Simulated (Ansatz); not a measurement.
Input of an Ansatz 0.2.0 run:

input.yaml

```yaml
crystal:
  lattice:
    - [4.803758, 0.0, 0.0]
    - [0.0, 4.803758, 0.0]
    - [0.0, 0.0, 4.803758]
  atoms:
    - { symbol: In, position: [0.5, 0.5, 0.0] }
    - { symbol: In, position: [0.5, 0.0, 0.5] }
    - { symbol: In, position: [0.0, 0.5, 0.5] }
    - { symbol: Se, position: [0.0, 0.0, 0.0] }
hamiltonian:
  xc: pbesol
  pseudopotentials: { kind: paw }
kpoints:
  mp_grid: { grid: [3, 3, 3] }
scf:
  occupations: { method: fermi_dirac, width: 0.05 }
  n_extra_bands: 10
output:
  forces: true
  stress: true
  eigenvalues: true
  dos: { projected: true, de: 0.05, nscf_kmesh: { grid: [5, 5, 5] } }
  write_density: true
  write_potential: true
  elf: true
  volumetric_format: npy
```

Potentials or basis: Ansatz PAW.

Command:

```console
$ ansatz run input.yaml --threads 2 --pin off --max-ram 5632MiB --backend cpu --events-out ev --progress --plain --runs-dir out
```

(1) Predict the band gap on the k mesh.

(2) Predict the density of states at the Fermi level.

(3) Estimate the pressure.

## Answers

(1) none (metal or under the smearing width).

(2) 2.46 states/eV per cell.

(3) -2.6 GPa.

Caveat: the k mesh is coarse (spacing up to 0.44 Å⁻¹), so the values aren't converged; the PAW data sets come from PBE, with cores solved anew for the run's functional, which leaves a small shift of forces and pressure; the density of states is complete only up to the lowest level of the last band computed.
